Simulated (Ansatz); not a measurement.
# C2H9NO2Si: the cost of one run

All numbers below are computed with Ansatz 0.2.0 (RKS PBE0/STO-3G).

## 1. The starting structure

Bond lengths: O1–C2 1.358 Å, C2–N3 1.441 Å, N3–Si4 1.645 Å, Si4–C5 1.926 Å, C5–O6 1.457 Å, O1–H7 1.012 Å, C2–H8 1.052 Å, C2–H9 1.123 Å, N3–H10 1.041 Å, Si4–H11 1.526 Å, Si4–H12 1.429 Å, C5–H13 1.102 Å, C5–H14 1.084 Å, O6–H15 0.953 Å. Angles (14 of 23 angles, heavy atoms first): O1–C2–N3 109.6°, C2–N3–Si4 129.4°, N3–Si4–C5 110.1°, Si4–C5–O6 117.5°, O1–C2–H8 112.0°, O1–C2–H9 103.6°, N3–C2–H8 112.2°, N3–C2–H9 111.8°, C2–O1–H7 105.7°, C2–N3–H10 104.3°, Si4–N3–H10 110.1°, N3–Si4–H11 105.8°, N3–Si4–H12 111.8°, C5–Si4–H11 105.9°.

Structure file:

```xyz
15

O     0.2015    0.3398    2.0553
C     0.6730   -0.8373    1.5699
N     1.2599   -0.6255    0.2709
Si    0.5354   -0.5644   -1.2047
C    -0.8351    0.7881   -1.2151
O    -1.6163    0.9631    0.0024
H    -0.5700    0.5946    1.4523
H    -0.0700   -1.5823    1.5530
H     1.4405   -1.1481    2.3282
H     1.8782    0.2016    0.4001
H    -0.1895   -1.8970   -1.3674
H     1.4813   -0.3338   -2.2503
H    -0.3817    1.7780   -1.3875
H    -1.5590    0.6376   -2.0078
H    -2.2700    1.6347   -0.1701
```

## 2. Relaxing end A

File input.yaml:

```yaml
crystal:
  periodic: [false, false, false]
  atoms:
    - { symbol: O, position_ang: [0.2015, 0.3398, 2.0553] }
    - { symbol: C, position_ang: [0.673, -0.8373, 1.5699] }
    - { symbol: "N", position_ang: [1.2599, -0.6255, 0.2709] }
    - { symbol: Si, position_ang: [0.5354, -0.5644, -1.2047] }
    - { symbol: C, position_ang: [-0.8351, 0.7881, -1.2151] }
    - { symbol: O, position_ang: [-1.6163, 0.9631, 0.0024] }
    - { symbol: H, position_ang: [-0.57, 0.5946, 1.4523] }
    - { symbol: H, position_ang: [-0.07, -1.5823, 1.553] }
    - { symbol: H, position_ang: [1.4405, -1.1481, 2.3282] }
    - { symbol: H, position_ang: [1.8782, 0.2016, 0.4001] }
    - { symbol: H, position_ang: [-0.1895, -1.897, -1.3674] }
    - { symbol: H, position_ang: [1.4813, -0.3338, -2.2503] }
    - { symbol: H, position_ang: [-0.3817, 1.778, -1.3875] }
    - { symbol: H, position_ang: [-1.559, 0.6376, -2.0078] }
    - { symbol: H, position_ang: [-2.27, 1.6347, -0.1701] }
basis:
  gaussian: { orbitals: STO-3G }
hamiltonian:
  xc: pbe0
relax:
  f_tol: 0.015
  max_steps: 40
```

Run with:

```sh
> ansatz run input.yaml --threads 1 --pin off --max-ram 2048MiB --backend cpu --events-out ev --progress --plain --runs-dir out
```

What time and memory should one allow on 1 thread of Arm Neoverse V2, shared host?

About 37 s, with a peak of 0.15 GiB.
